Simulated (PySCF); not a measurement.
# Ta, Ta⁺: ionisation energy in aug-cc-pwCVTZ-PP with ECP60, part 2 of 2

Each state of tantalum is computed at each level; their differences give the ionisation energy. How far do the methods differ?

PySCF 2.14.0; aug-cc-pwCVTZ-PP with ECP60, scalar relativity through the core potential. The scripts are equivalent inputs of a driver's runs.

### Step 4. Ta⁺

UHF:

input.py reads:

```python
from pyscf import gto, scf, dft, mp, cc
import basis_set_exchange as bse
txt = bse.get_basis("aug-cc-pwCVTZ-PP", elements=["Ta"], fmt="nwchem", header=False)
cut = txt.index("\nECP")
mol = gto.M(atom="Ta 0 0 0", charge=1, spin=4, symmetry="D2h",
            basis=gto.basis.parse(txt[:cut]),
            ecp={"Ta": gto.basis.parse_ecp(txt[cut:])})
mf = scf.UHF(mol)
mf.irrep_nelec = {'Ag': (2, 1), 'B1g': (1, 0), 'B2g': (1, 0), 'B3g': (1, 0), 'B1u': (1, 1), 'B2u': (1, 1), 'B3u': (1, 1)}
mf.kernel()
```

Log:

```text
damping factor = 0
level_shift factor = 0
DIIS = <class 'pyscf.scf.diis.CDIIS'>
diis_start_cycle = 1
diis_space = 10
diis_damp = 0
SCF conv_tol = 1e-09
SCF conv_tol_grad = None
number electrons alpha = 8  beta = 4
cycle= 1 E= -56.5347501567464  delta_E= -0.00553  |g|= 0.0258  |ddm|= 0.0404
cycle= 2 E= -56.5349740875511  delta_E= -0.000224  |g|= 0.00556  |ddm|= 0.00878
cycle= 3 E= -56.5349858667709  delta_E= -1.18e-05  |g|= 0.00032  |ddm|= 0.00315
cycle= 4 E= -56.5349859909491  delta_E= -1.24e-07  |g|= 9.63e-05  |ddm|= 0.000632
cycle= 5 E= -56.5349860014063  delta_E= -1.05e-08  |g|= 1.66e-05  |ddm|= 0.000222
cycle= 6 E= -56.5349860019207  delta_E= -5.14e-10  |g|= 1.64e-06  |ddm|= 6.29e-05
converged SCF energy = -56.5349860019207  <S^2> = 6.0061427  2S+1 = 5.0024565
```

CPU time 5.3 s on a shared host, the integrals not counted.

Orbital energies by shell (radii are means over both spins):

```csv
shell,electrons,mean orbital energy (eV),spread (eV),rms radius (bohr)
5s α,1,-94.568,0,1.19
5s β,1,-91.565,0,1.19
5p α,3,-56.955,0,1.40
5p β,3,-52.450,0,1.40
5d α,3,-16.120,0,2.24
6s α,1,-14.444,0,3.34
```

⟨S²⟩ = 6.006, ⟨L²⟩ = 12.05.

Energies and moments cover only the electrons outside the core potential. Spin-orbit coupling, absent here, splits the open shell strongly.

LDA:

Changes to input.py:

```diff
@@ -7,3 +7,3 @@
             ecp={"Ta": gto.basis.parse_ecp(txt[cut:])})
-mf = scf.UHF(mol)
+mf = dft.UKS(mol, xc="LDA,VWN")
 mf.irrep_nelec = {'Ag': (2, 1), 'B1g': (1, 0), 'B2g': (1, 0), 'B3g': (1, 0), 'B1u': (1, 1), 'B2u': (1, 1), 'B3u': (1, 1)}
```

Log:

```text
damping factor = 0
level_shift factor = 0
DIIS = <class 'pyscf.scf.diis.CDIIS'>
diis_start_cycle = 1
diis_space = 10
diis_damp = 0
SCF conv_tol = 1e-09
SCF conv_tol_grad = None
number electrons alpha = 8  beta = 4
XC functionals = LDA,VWN
    P. A. M. Dirac.,  Math. Proc. Cambridge Philos. Soc. 26, 376 (1930)
    F. Bloch.,  Z. Phys. 57, 545 (1929)
    S. H. Vosko, L. Wilk, and M. Nusair.,  Can. J. Phys. 58, 1200 (1980)
cycle= 1 E= -56.8716419200986  delta_E= -0.00523  |g|= 0.0132  |ddm|= 0.162
cycle= 2 E= -56.8716897940787  delta_E= -4.79e-05  |g|= 0.00955  |ddm|= 0.0256
cycle= 3 E= -56.8717304735314  delta_E= -4.07e-05  |g|= 0.00017  |ddm|= 0.00896
cycle= 4 E= -56.8717304825425  delta_E= -9.01e-09  |g|= 5.76e-05  |ddm|= 0.000381
cycle= 5 E= -56.8717304845322  delta_E= -1.99e-09  |g|= 2.42e-07  |ddm|= 6.58e-05
cycle= 6 E= -56.8717304845323  delta_E= -9.24e-14  |g|= 9.29e-09  |ddm|= 8.1e-07
converged SCF energy = -56.8717304845323  <S^2> = 6.000444  2S+1 = 5.0001776
```

CPU time 1.9 s on a shared host, the integrals not counted.

PBE:

Changes to input.py:

```diff
@@ -7,3 +7,3 @@
             ecp={"Ta": gto.basis.parse_ecp(txt[cut:])})
-mf = dft.UKS(mol, xc="LDA,VWN")
+mf = dft.UKS(mol, xc="PBE")
 mf.irrep_nelec = {'Ag': (2, 1), 'B1g': (1, 0), 'B2g': (1, 0), 'B3g': (1, 0), 'B1u': (1, 1), 'B2u': (1, 1), 'B3u': (1, 1)}
```

Log:

```text
damping factor = 0
level_shift factor = 0
DIIS = <class 'pyscf.scf.diis.CDIIS'>
diis_start_cycle = 1
diis_space = 10
diis_damp = 0
SCF conv_tol = 1e-09
SCF conv_tol_grad = None
number electrons alpha = 8  beta = 4
XC functionals = PBE
    J. P. Perdew, K. Burke, and M. Ernzerhof.,  Phys. Rev. Lett. 77, 3865 (1996)
    J. P. Perdew, K. Burke, and M. Ernzerhof.,  Phys. Rev. Lett. 78, 1396 (1997)
    J. P. Perdew, K. Burke, and M. Ernzerhof.,  Phys. Rev. Lett. 77, 3865 (1996)
    J. P. Perdew, K. Burke, and M. Ernzerhof.,  Phys. Rev. Lett. 78, 1396 (1997)
cycle= 1 E= -57.0496040263738  delta_E= -0.00542  |g|= 0.0149  |ddm|= 0.211
cycle= 2 E= -57.049652408174  delta_E= -4.84e-05  |g|= 0.00897  |ddm|= 0.0207
cycle= 3 E= -57.0496852002284  delta_E= -3.28e-05  |g|= 0.00056  |ddm|= 0.00931
cycle= 4 E= -57.0496853670607  delta_E= -1.67e-07  |g|= 7.83e-05  |ddm|= 0.000719
cycle= 5 E= -57.0496853706014  delta_E= -3.54e-09  |g|= 6.04e-07  |ddm|= 9.4e-05
cycle= 6 E= -57.0496853706015  delta_E= -7.11e-14  |g|= 1.01e-08  |ddm|= 1.6e-06
converged SCF energy = -57.0496853706015  <S^2> = 6.0009709  2S+1 = 5.0003883
```

CPU time 3.5 s on a shared host, the integrals not counted.

PBE0:

Changes to input.py:

```diff
@@ -7,3 +7,3 @@
             ecp={"Ta": gto.basis.parse_ecp(txt[cut:])})
-mf = dft.UKS(mol, xc="PBE")
+mf = dft.UKS(mol, xc="PBE0")
 mf.irrep_nelec = {'Ag': (2, 1), 'B1g': (1, 0), 'B2g': (1, 0), 'B3g': (1, 0), 'B1u': (1, 1), 'B2u': (1, 1), 'B3u': (1, 1)}
```

Log:

```text
damping factor = 0
level_shift factor = 0
DIIS = <class 'pyscf.scf.diis.CDIIS'>
diis_start_cycle = 1
diis_space = 10
diis_damp = 0
SCF conv_tol = 1e-09
SCF conv_tol_grad = None
number electrons alpha = 8  beta = 4
XC functionals = PBE0
    C. Adamo and V. Barone.,  J. Chem. Phys. 110, 6158 (1999)
    M. Ernzerhof and G. E. Scuseria.,  J. Chem. Phys. 110, 5029 (1999)
cycle= 1 E= -57.0201066414149  delta_E= -0.00395  |g|= 0.014  |ddm|= 0.152
cycle= 2 E= -57.0201876939489  delta_E= -8.11e-05  |g|= 0.00629  |ddm|= 0.0183
cycle= 3 E= -57.020202143493  delta_E= -1.44e-05  |g|= 0.000578  |ddm|= 0.0068
cycle= 4 E= -57.02020234025  delta_E= -1.97e-07  |g|= 2.67e-05  |ddm|= 0.000902
cycle= 5 E= -57.0202023405768  delta_E= -3.27e-10  |g|= 7.97e-07  |ddm|= 5.57e-05
converged SCF energy = -57.0202023405768  <S^2> = 6.0017271  2S+1 = 5.0006908
```

CPU time 5 s on a shared host, the integrals not counted.

r2SCAN:

Changes to input.py:

```diff
@@ -7,3 +7,3 @@
             ecp={"Ta": gto.basis.parse_ecp(txt[cut:])})
-mf = dft.UKS(mol, xc="PBE0")
+mf = dft.UKS(mol, xc="R2SCAN")
 mf.irrep_nelec = {'Ag': (2, 1), 'B1g': (1, 0), 'B2g': (1, 0), 'B3g': (1, 0), 'B1u': (1, 1), 'B2u': (1, 1), 'B3u': (1, 1)}
```

Log:

```text
damping factor = 0
level_shift factor = 0
DIIS = <class 'pyscf.scf.diis.CDIIS'>
diis_start_cycle = 1
diis_space = 10
diis_damp = 0
SCF conv_tol = 1e-09
SCF conv_tol_grad = None
number electrons alpha = 8  beta = 4
XC functionals = R2SCAN
    J. W. Furness, A. D. Kaplan, J. Ning, J. P. Perdew, and J. Sun.,  J. Phys. Chem. Lett. 11, 8208-8215 (2020)
    J. W. Furness, A. D. Kaplan, J. Ning, J. P. Perdew, and J. Sun.,  J. Phys. Chem. Lett. 11, 9248-9248 (2020)
    J. W. Furness, A. D. Kaplan, J. Ning, J. P. Perdew, and J. Sun.,  J. Phys. Chem. Lett. 11, 8208-8215 (2020)
    J. W. Furness, A. D. Kaplan, J. Ning, J. P. Perdew, and J. Sun.,  J. Phys. Chem. Lett. 11, 9248-9248 (2020)
cycle= 1 E= -57.0644387812895  delta_E= -0.00564  |g|= 0.0172  |ddm|= 0.167
cycle= 2 E= -57.0645316614758  delta_E= -9.29e-05  |g|= 0.00873  |ddm|= 0.0258
cycle= 3 E= -57.0645613285547  delta_E= -2.97e-05  |g|= 0.000854  |ddm|= 0.00888
cycle= 4 E= -57.0645616508324  delta_E= -3.22e-07  |g|= 3.75e-05  |ddm|= 0.00146
cycle= 5 E= -57.0645616514098  delta_E= -5.77e-10  |g|= 2.78e-06  |ddm|= 5.08e-05
converged SCF energy = -57.0645616514098  <S^2> = 6.0023801  2S+1 = 5.000952
```

CPU time 5.8 s on a shared host, the integrals not counted.

B97-3:

Changes to input.py:

```diff
@@ -7,3 +7,3 @@
             ecp={"Ta": gto.basis.parse_ecp(txt[cut:])})
-mf = dft.UKS(mol, xc="R2SCAN")
+mf = dft.UKS(mol, xc="HYB_GGA_XC_B97_3")
 mf.irrep_nelec = {'Ag': (2, 1), 'B1g': (1, 0), 'B2g': (1, 0), 'B3g': (1, 0), 'B1u': (1, 1), 'B2u': (1, 1), 'B3u': (1, 1)}
```

Log:

```text
damping factor = 0
level_shift factor = 0
DIIS = <class 'pyscf.scf.diis.CDIIS'>
diis_start_cycle = 1
diis_space = 10
diis_damp = 0
SCF conv_tol = 1e-09
SCF conv_tol_grad = None
number electrons alpha = 8  beta = 4
XC functionals = HYB_GGA_XC_B97_3
    T. W. Keal and D. J. Tozer.,  J. Chem. Phys. 123, 121103 (2005)
cycle= 1 E= -57.0307043333857  delta_E= -0.00469  |g|= 0.0167  |ddm|= 0.167
cycle= 2 E= -57.0308185338545  delta_E= -0.000114  |g|= 0.0074  |ddm|= 0.0313
cycle= 3 E= -57.0308384418472  delta_E= -1.99e-05  |g|= 0.000839  |ddm|= 0.0136
cycle= 4 E= -57.0308389546549  delta_E= -5.13e-07  |g|= 8.29e-05  |ddm|= 0.00468
cycle= 5 E= -57.0308389589117  delta_E= -4.26e-09  |g|= 7.4e-06  |ddm|= 0.000789
cycle= 6 E= -57.0308389589421  delta_E= -3.05e-11  |g|= 7.2e-07  |ddm|= 7.37e-05
converged SCF energy = -57.0308389589421  <S^2> = 6.0011248  2S+1 = 5.0004499
```

It used 5.7 s of CPU time after the integrals (shared host).

B2PLYP:

Changes to input.py:

```diff
@@ -7,3 +7,3 @@
             ecp={"Ta": gto.basis.parse_ecp(txt[cut:])})
-mf = dft.UKS(mol, xc="HYB_GGA_XC_B97_3")
+mf = dft.UKS(mol, xc="0.53*HF + 0.47*B88, 0.73*LYP")
 mf.irrep_nelec = {'Ag': (2, 1), 'B1g': (1, 0), 'B2g': (1, 0), 'B3g': (1, 0), 'B1u': (1, 1), 'B2u': (1, 1), 'B3u': (1, 1)}
```

Log:

```text
damping factor = 0
level_shift factor = 0
DIIS = <class 'pyscf.scf.diis.CDIIS'>
diis_start_cycle = 1
diis_space = 10
diis_damp = 0
SCF conv_tol = 1e-09
SCF conv_tol_grad = None
number electrons alpha = 8  beta = 4
XC functionals = 0.53*HF + 0.47*B88, 0.73*LYP
    A. D. Becke.,  Phys. Rev. A 38, 3098 (1988)
    C. Lee, W. Yang, and R. G. Parr.,  Phys. Rev. B 37, 785 (1988)
    B. Miehlich, A. Savin, H. Stoll, and H. Preuss.,  Chem. Phys. Lett. 157, 200 (1989)
cycle= 1 E= -56.8388735370936  delta_E= -0.00393  |g|= 0.0153  |ddm|= 0.0946
cycle= 2 E= -56.8389680913819  delta_E= -9.46e-05  |g|= 0.00346  |ddm|= 0.0138
cycle= 3 E= -56.838972509227  delta_E= -4.42e-06  |g|= 0.000997  |ddm|= 0.00466
cycle= 4 E= -56.8389729113693  delta_E= -4.02e-07  |g|= 5.62e-05  |ddm|= 0.00104
cycle= 5 E= -56.8389729142657  delta_E= -2.9e-09  |g|= 4.92e-06  |ddm|= 0.000161
cycle= 6 E= -56.8389729142927  delta_E= -2.71e-11  |g|= 2.91e-07  |ddm|= 1.34e-05
converged SCF energy = -56.8389729142927  <S^2> = 6.0023892  2S+1 = 5.0009556
```

It used 6.6 s of CPU time after the integrals (shared host).

Script and log cover the SCF part. The PT2 part, added by the driver, -0.03421 hartree before scaling by 0.27, brings the total to -56.848210 hartree.

LC-wPBE:

Changes to input.py:

```diff
@@ -7,3 +7,3 @@
             ecp={"Ta": gto.basis.parse_ecp(txt[cut:])})
-mf = dft.UKS(mol, xc="0.53*HF + 0.47*B88, 0.73*LYP")
+mf = dft.UKS(mol, xc="LC_WPBE")
 mf.irrep_nelec = {'Ag': (2, 1), 'B1g': (1, 0), 'B2g': (1, 0), 'B3g': (1, 0), 'B1u': (1, 1), 'B2u': (1, 1), 'B3u': (1, 1)}
```

Log:

```text
damping factor = 0
level_shift factor = 0
DIIS = <class 'pyscf.scf.diis.CDIIS'>
diis_start_cycle = 1
diis_space = 10
diis_damp = 0
SCF conv_tol = 1e-09
SCF conv_tol_grad = None
number electrons alpha = 8  beta = 4
XC functionals = LC_WPBE
    O. A. Vydrov and G. E. Scuseria.,  J. Chem. Phys. 125, 234109 (2006)
cycle= 1 E= -57.0416662885127  delta_E= -0.00374  |g|= 0.0187  |ddm|= 0.198
cycle= 2 E= -57.0418603592391  delta_E= -0.000194  |g|= 0.00525  |ddm|= 0.0295
cycle= 3 E= -57.0418775148145  delta_E= -1.72e-05  |g|= 0.00131  |ddm|= 0.00921
cycle= 4 E= -57.0418801379963  delta_E= -2.62e-06  |g|= 0.000227  |ddm|= 0.00398
cycle= 5 E= -57.0418802395841  delta_E= -1.02e-07  |g|= 1.16e-05  |ddm|= 0.000926
cycle= 6 E= -57.0418802397927  delta_E= -2.09e-10  |g|= 9.09e-07  |ddm|= 6.28e-05
converged SCF energy = -57.0418802397927  <S^2> = 6.0027238  2S+1 = 5.0010894
```

CPU time 11 s on a shared host, the integrals not counted.

MP2 (valence):

Changes to input.py:

```diff
@@ -7,4 +7,5 @@
             ecp={"Ta": gto.basis.parse_ecp(txt[cut:])})
-mf = dft.UKS(mol, xc="LC_WPBE")
+mf = scf.UHF(mol)
 mf.irrep_nelec = {'Ag': (2, 1), 'B1g': (1, 0), 'B2g': (1, 0), 'B3g': (1, 0), 'B1u': (1, 1), 'B2u': (1, 1), 'B3u': (1, 1)}
 mf.kernel()
+mp.UMP2(mf, frozen=4).kernel()
```

This step left no log, only its results.

It used 1.1 s of CPU time after the integrals (shared host).

With 4 electrons correlated, the MP2 correlation energy is -0.02852 hartree (-0.02852 same spin, 0.00000 opposite spin); the SCS form gives -0.00951. Largest pairs of shells: 5d-5d -0.0151, 5d-6s -0.0135, 6s-6s 0.0000.

### Step 5. Ta⁺, continued

MP2 (valence and next inner shell):

Changes to input.py since step 4:

```diff
@@ -10,2 +10,2 @@
 mf.kernel()
-mp.UMP2(mf, frozen=4).kernel()
+mp.UMP2(mf, frozen=0).kernel()
```

This step left no log, only its results.

CPU time 3.5 s on a shared host, the integrals not counted.

With 12 electrons correlated, the MP2 correlation energy is -0.31514 hartree (-0.09975 same spin, -0.21539 opposite spin); the SCS form gives -0.29172. Largest pairs of shells: 5p-5p -0.1148, 5p-5d -0.0905, 5s-5p -0.0416, 5p-6s -0.0196, 5d-5d -0.0151.

Radial density 4πr²ρ of Ta⁺ at UHF, the electrons outside the core potential:

| r (bohr) | density | spin density |
| --- | --- | --- |
| 0.246 | 0.000267 | 0.000 |
| 0.414 | 0.0493 | 0.002 |
| 0.696 | 3.32 | 0.131 |
| 1.17 | 9.71 | 1.211 |
| 1.97 | 3.33 | 1.765 |
| 3.31 | 0.752 | 0.730 |
| 5.57 | 0.0520 | 0.052 |
| 9.37 | 0.000148 | 0.000 |

### Step 6. How the shells move

Highest occupied Hartree-Fock shell of each state: Ta 6s β at -5.932 eV; Ta⁺ 6s α at -14.444 eV.

### Step 7. The energy differences

Ionisation energy: Ta [Xe] 4f14 5d3 6s2 (4F) → Ta⁺ [Xe] 4f14 5d3 6s1 (5F).

```
                                method  value (eV)  error (eV)  CPU time, both states (s)
                                   UHF       5.736      -1.837                         12
                                   LDA       7.620      +0.048                          4
                                   PBE       7.225      -0.347                        6.2
                                  PBE0       7.045      -0.528                         10
                                r2SCAN       6.829      -0.743                         13
                                 B97-3       7.552      -0.020                         10
                                B2PLYP       7.293      -0.279                         14
                               LC-wPBE       6.808      -0.764                         21
                         MP2 (valence)       6.953      -0.619                         16
                     SCS-MP2 (valence)       7.201      -0.371                         16
    MP2 (valence and next inner shell)       7.243      -0.329                         20
SCS-MP2 (valence and next inner shell)       7.372      -0.200                         20
```

Reference: 7.573 eV (measured; NIST levels, between the centres of gravity of the two terms). Errors of the correlated levels include the incompleteness of this basis.

Times are CPU seconds on a shared host without the integrals; correlated rows include their Hartree-Fock run, whose time holds the symmetry-adapted start and any spin-orbit constants, while functionals begin from orbitals already made.

### Step 8. Summary of results

What follows sums up all 2 parts.

| quantity | value |
| --- | --- |
| ionisation energy, Ta | UHF 5.736, MP2 (valence and next inner shell) 7.243 eV; reference 7.573 |

Accuracy against cost (mean over 1 difference):

| method | mean absolute miss against the measured value (with the measured fine structure taken into account where it is known) (eV) | CPU time, both states (s) |
| --- | --- | --- |
| UHF | 1.837 | 12 |
| LDA | 0.048 | 4 |
| PBE | 0.347 | 6.2 |
| PBE0 | 0.528 | 10 |
| r2SCAN | 0.743 | 13 |
| B97-3 | 0.020 | 10 |
| B2PLYP | 0.279 | 14 |
| LC-wPBE | 0.764 | 21 |
| MP2 (valence) | 0.619 | 16 |
| SCS-MP2 (valence) | 0.371 | 16 |
| MP2 (valence and next inner shell) | 0.329 | 20 |
| SCS-MP2 (valence and next inner shell) | 0.200 | 20 |

What this shows: Against experiment B97-3 comes closest (off by 0.02 eV) and UHF is farthest (1.84 eV). Hartree-Fock falls short because the species with more electrons holds more correlation energy, which it lacks. PBE is off by -0.35 eV. All values hold for this basis alone; no basis-set limit was taken. The dearest level timed, LC-wPBE, costs 5.4 times the cheapest, LDA, and differs from the measured value (with the measured fine structure taken into account where it is known) by 0.76 against 0.05 eV.
